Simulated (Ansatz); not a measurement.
**CH2SeZn: a ladder of functionals and wavefunction methods**

The task here is to estimate one member of a computed series from the others.

Computed with Ansatz 0.2.0, Gaussian basis. Level: functionals in def2-TZVPP, the program's frozen cores in correlated methods.

Plan: LDA (SPW92), PBE-D4, revPBE-D4, BLYP-D4, r2SCAN-D4, B97M-V, PBE0-D4, B3LYP-D4, r2SCANh-D4, r2SCAN0-D4, HSE06-D4, BHLYP-D4, CAM-B3LYP-D4, LC-ωPBE, ωB97X-V, ωB97M-V, B2PLYP, PBE-QIDH; CCSD(T)/def2-SVP; CCSD(T)/def2-TZVPP; MP2/def2-QZVPP; extrapolation to the limit; RPA on PBE.

### The relaxed structure

All runs share one geometry, relaxed beforehand with PBE0-D4 in a triple-zeta def2 set.

5 atoms, charge 0, spin multiplicity 1.

Atoms are counted from 1 here; the program's logs count them from 0.

Bond lengths: C1–Se3 1.746 Å, C1–H4 1.087 Å, C1–H5 1.087 Å. Angles: Se3–C1–H4 121.8°, Se3–C1–H5 121.8°, H4–C1–H5 116.3°.

Set-up of the first run:

The input, in.yaml:

```yaml
crystal:
  periodic: [false, false, false]
  atoms:
    - {symbol: C, position_ang: [-0.051441, -0.586775, -0.138096]}
    - {symbol: Zn, position_ang: [0.722588, 2.351214, 0.883282]}
    - {symbol: Se, position_ang: [-1.426464, -0.660753, -1.212016]}
    - {symbol: H, position_ang: [0.963849, -0.484230, -0.513121]}
    - {symbol: H, position_ang: [-0.158632, -0.693157, 0.938551]}
basis:
  gaussian: {orbitals: def2-TZVPP}
hamiltonian: {xc: lda}
output: {orbitals: {seedname: orbitals}}
```

Command:

```sh
ansatz run in.yaml --threads 2 --pin off --events-out ev --progress --plain --max-ram 4352MiB
```

Steps of the session up to this table: LDA; PBE-D4 (GGA); revPBE-D4 (GGA); BLYP-D4 (GGA); r2SCAN-D4 (meta-GGA); B97M-V (meta-GGA); B3LYP-D4 (hybrid); r2SCANh-D4 (hybrid); r2SCAN0-D4 (hybrid); HSE06-D4 (hybrid); BHLYP-D4 (hybrid); CAM-B3LYP-D4 (range-separated); LC-ωPBE (range-separated); ωB97X-V (range-separated); ωB97M-V (range-separated); B2PLYP (double hybrid); PBE-QIDH (double hybrid).

One of the session's tables, all rows but one given; the rest of the session is left out.

It belongs to the step «Frontier levels by functional». 

| functional | HOMO (eV) | LUMO (eV) | gap (eV) |
| --- | --- | --- | --- |
| LDA (SPW92) | -5.30 | -3.88 | 1.43 |
| PBE-D4 | -5.18 | -3.66 | 1.52 |
| revPBE-D4 | -5.14 | -3.59 | 1.55 |
| BLYP-D4 | -5.04 | -3.52 | 1.52 |
| r2SCAN-D4 | -5.43 | -3.63 | 1.80 |
| B97M-V | -5.52 | -3.48 | 2.05 |
| PBE0-D4 | -6.37 | -2.85 | 3.53 |
| B3LYP-D4 | -6.15 | -3.03 | 3.12 |
| r2SCANh-D4 | -5.87 | -3.31 | 2.56 |
| r2SCAN0-D4 | -6.53 | -2.84 | 3.69 |
| HSE06-D4 | -5.97 | -3.22 | 2.75 |
| BHLYP-D4 | -7.25 | -1.88 | 5.37 |
| CAM-B3LYP-D4 | -7.71 | -1.78 | 5.94 |
| LC-ωPBE | -8.88 | -0.75 | 8.13 |
| ωB97X-V | ? | ? | ? |
| ωB97M-V | -8.60 | -0.83 | 7.77 |

Q: Estimate the row for ωB97X-V from the others.

The run gave: HOMO (eV): -8.60; LUMO (eV): -0.77; gap (eV): 7.83.
